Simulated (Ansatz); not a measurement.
# MgCd2S3: the cost of one run

Computed with Ansatz 0.2.0 (DFT PBE, scalar-relativistic, plane waves, PAW, unless a step's input says otherwise).

### 1 The system as given

The structure is trigonal, space group P3m1 (No. 156). Conventional cell: a = 4.139 Å, b = 4.139 Å, c = 10.121 Å, α = 90.00°, β = 90.00°, γ = 120.00°. Mg (site symmetry 3m) has 4 S at 2.46 to 2.50 Å in its first shell of neighbours. Around Cd (site symmetry 3m) lie 4 S at 2.55 to 2.57 Å. Cd (site symmetry 3m) is surrounded by 4 S at 2.55 to 2.56 Å. Around S (site symmetry 3m) lie 4 Cd at 2.55 to 2.56 Å. S (site symmetry 3m) is surrounded by 1 Mg at 2.46 Å and 3 Cd at 2.55 Å. Around S (site symmetry 3m) lie 3 Mg at 2.50 Å and 1 Cd at 2.57 Å.

As a file:

```cif
data_structure
_symmetry_space_group_name_H-M 'P 1'
_symmetry_Int_Tables_number 1
_cell_length_a 4.1392
_cell_length_b 4.1392
_cell_length_c 10.1207
_cell_angle_alpha 90.000
_cell_angle_beta 90.000
_cell_angle_gamma 120.000
_cell_volume 150.17
loop_
_atom_site_label
_atom_site_type_symbol
_atom_site_fract_x
_atom_site_fract_y
_atom_site_fract_z
_atom_site_occupancy
Mg1 Mg 0.00000 0.00000 0.33126 1
Cd1 Cd 0.33333 0.66667 0.00527 1
Cd2 Cd 0.66667 0.33333 0.66333 1
S1 S 0.66667 0.33333 0.91641 1
S2 S 0.00000 0.00000 0.57478 1
S3 S 0.33333 0.66667 0.25895 1
```

The start is the relaxed end of an invented cell (made as: elements ordered on the sites of the CdS type, Cd/Mg on Cd (P3m1, No. 156)), taken up again for a closer look.

### 2 Probe: one point on a coarse mesh

The input, input.yaml:

```yaml
crystal:
  lattice:
    - [4.1392129, 0.0, 0.0]
    - [-2.0696064, 3.5846635, 0.0]
    - [0.0, 0.0, 10.1206946]
  atoms:
    - { symbol: Mg, position: [0.0, 0.0, 0.33126] }
    - { symbol: Cd, position: [0.3333333, 0.6666667, 0.005268] }
    - { symbol: Cd, position: [0.6666667, 0.3333333, 0.663333] }
    - { symbol: S, position: [0.6666667, 0.3333333, 0.916409] }
    - { symbol: S, position: [0.0, 0.0, 0.574779] }
    - { symbol: S, position: [0.3333333, 0.6666667, 0.258951] }
basis:
  ecutwfc: 420
kpoints:
  mp_grid: { grid: [6, 6, 2] }
hamiltonian:
  xc: pbe
scf:
  occupations: { method: gaussian, width: 0.1 }
  lower_state_search: "off"
output:
  forces: true
  stress: true
  eigenvalues: true
```

Command:

```bash
$ ansatz run input.yaml --threads 4 --pin off --max-ram 8192MiB --backend cpu --events-out ev --progress --plain --runs-dir out
```

What time and memory should one allow on 4 threads of Intel Xeon 6975P-C (Granite Rapids), shared host?

About 1.1 s, with a peak of 0.49 GiB.
